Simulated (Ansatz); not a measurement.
# Re (fcc type): the cost of one run

Method: DFT, LDA, all-electron LAPW, scalar-relativistic, in Ansatz 0.2.0.

This is Re in the fcc structure; at room conditions it is hcp.

### Step 1. Starting point

It takes space group Fm-3m (No. 225, cubic). The conventional cell has a = 3.876 Å, b = 3.876 Å, c = 3.876 Å, α = 90.00°, β = 90.00°, γ = 90.00°. Around Re (site symmetry m-3m) lie 12 Re at 2.74 Å.

Coordinates:

```cif
data_structure
_symmetry_space_group_name_H-M 'Fm-3m'
_symmetry_Int_Tables_number 225
_cell_length_a 3.8764
_cell_length_b 3.8764
_cell_length_c 3.8764
_cell_angle_alpha 90.000
_cell_angle_beta 90.000
_cell_angle_gamma 90.000
_cell_volume 58.25
loop_
_atom_site_label
_atom_site_type_symbol
_atom_site_symmetry_multiplicity
_atom_site_Wyckoff_symbol
_atom_site_fract_x
_atom_site_fract_y
_atom_site_fract_z
_atom_site_occupancy
Re1 Re 4 a 0.00000 0.00000 0.00000 1
```

The file gives the conventional cell by its symmetry; the runs use the cell typed in the input.

### Step 2. Fcc relaxed under pressure, LAPW

The input, input.yaml:

```yaml
crystal:
  lattice:
    - [0.0, 1.9381965778, 1.9381965778]
    - [1.9381965778, 0.0, 1.9381965778]
    - [1.9381965778, 1.9381965778, 0.0]
  atoms:
    - { symbol: Re, position: [0.0, 0.0, 0.0] }
kpoints:
  mp_grid: { grid: [17, 17, 17] }
scf:
  occupations: { method: fermi_dirac, width: 0.1 }
hamiltonian:
  xc: lda
  pseudopotentials: { kind: all_electron, lapw: { basis_error: 0.0005 } }
output:
  forces: true
  stress: true
  eigenvalues: true
relax:
  f_tol: 0.005
  max_steps: 12
  cell: { p_target: -4.8, stress_tol: 0.03 }
```

Command:

```
$ ansatz run input.yaml --threads 1 --pin off --max-ram 3584MiB --backend cpu --events-out ev --progress --plain --runs-dir out
```

**Question.** How long does this run take on 1 thread of Arm Neoverse V2, shared host, and how much memory does it need?

About 52 s, with a peak of 0.46 GiB.
